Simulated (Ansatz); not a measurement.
**CH8N2Si: a ladder of functionals and wavefunction methods**

An exercise on one series of results from a longer session: the logs are not shown, and one member is left open.

Method: functionals in def2-TZVPP, the program's frozen cores in correlated methods; program: Ansatz 0.2.0, Gaussian basis.

The runs, in order: PBE-D4, r2SCAN-D4, PBE0-D4, B3LYP-D4, ωB97X-V, ωB97M-V, B2PLYP; CCSD(T)/def2-TZVPP; MP2/def2-QZVPP; extrapolation to the limit.

## The relaxed structure

All runs share one geometry, relaxed beforehand with PBE0-D4 in a triple-zeta def2 set.

12 atoms, charge 0, spin multiplicity 1.

Atoms are counted from 1 here; the program's logs count them from 0.

Bond lengths: N1–C2 1.448 Å, N1–H5 1.012 Å, N1–H6 1.013 Å, C2–N3 1.437 Å, C2–H7 1.103 Å, C2–H8 1.100 Å, N3–Si4 1.714 Å, N3–H9 1.009 Å, Si4–H10 1.495 Å, Si4–H11 1.486 Å, Si4–H12 1.489 Å. Angles: C2–N1–H5 111.2°, C2–N1–H6 110.4°, H5–N1–H6 108.4°, N1–C2–N3 109.5°, N1–C2–H7 114.2°, N1–C2–H8 107.0°, N3–C2–H7 107.1°, N3–C2–H8 112.6°, H7–C2–H8 106.5°, C2–N3–Si4 124.6°, C2–N3–H9 112.5°, Si4–N3–H9 120.0°, N3–Si4–H10 115.5°, N3–Si4–H11 107.4°, N3–Si4–H12 108.6°, H10–Si4–H11 107.8°, H10–Si4–H12 106.7°, H11–Si4–H12 110.9°.

Set-up of the first run:

File in.yaml:

```yaml
crystal:
  periodic: [false, false, false]
  atoms:
    - {symbol: N, position_ang: [-1.258439, 1.574437, 0.440065]}
    - {symbol: C, position_ang: [-0.883715, 0.328075, -0.193686]}
    - {symbol: N, position_ang: [0.181869, -0.286560, 0.549381]}
    - {symbol: Si, position_ang: [1.447230, -1.211094, -0.145518]}
    - {symbol: H, position_ang: [-2.083112, 1.971481, 0.007696]}
    - {symbol: H, position_ang: [-0.504654, 2.247070, 0.367696]}
    - {symbol: H, position_ang: [-0.532804, 0.436290, -1.233406]}
    - {symbol: H, position_ang: [-1.787529, -0.296889, -0.231700]}
    - {symbol: H, position_ang: [-0.039086, -0.389639, 1.528427]}
    - {symbol: H, position_ang: [1.043123, -2.537174, -0.704258]}
    - {symbol: H, position_ang: [2.454334, -1.454884, 0.919183]}
    - {symbol: H, position_ang: [2.039781, -0.436212, -1.269880]}
basis:
  gaussian: {orbitals: def2-TZVPP}
hamiltonian: {xc: pbe, dispersion: d4}
output: {forces: true, orbitals: {seedname: orbitals}}
```

Started as:

```bash
$ ansatz run in.yaml --threads 4 --pin off --events-out ev --progress --plain --max-ram 10444MiB
```

Steps of the session up to this table: PBE-D4 (GGA); r2SCAN-D4 (meta-GGA); PBE0-D4 (hybrid); B3LYP-D4 (hybrid); ωB97X-V (range-separated); ωB97M-V (range-separated); B2PLYP (double hybrid); CCSD(T) in def2-TZVPP; MP2 in def2-QZVPP.

One of the session's tables, all rows but one given; the rest of the session is left out.

It belongs to the step «Atomisation energies». 

```
            method  atomisation energy (eV)
            PBE-D4                   42.777
         r2SCAN-D4                   41.979
           PBE0-D4                        ?
          B3LYP-D4                   42.452
           ωB97X-V                   42.508
           ωB97M-V                   42.427
            B2PLYP                   41.818
     HF/def2-TZVPP                   29.735
    MP2/def2-TZVPP                   41.170
   CCSD/def2-TZVPP                   40.465
CCSD(T)/def2-TZVPP                   40.998
           MP2/CBS                   42.427
       CCSD(T)/CBS                   42.255
```

Estimate the missing values for PBE0-D4.

The run gave: atomisation energy (eV): 42.097. In the column «atomisation energy (eV)» it lies between r2SCAN-D4 (41.979) and CCSD(T)/CBS (42.255).

To keep in mind: Free atoms (2 N, 1 C, 1 Si, 8 H) were run apart at each level; the atomisation energy is their sum less the molecule, without zero-point or spin-orbit terms.
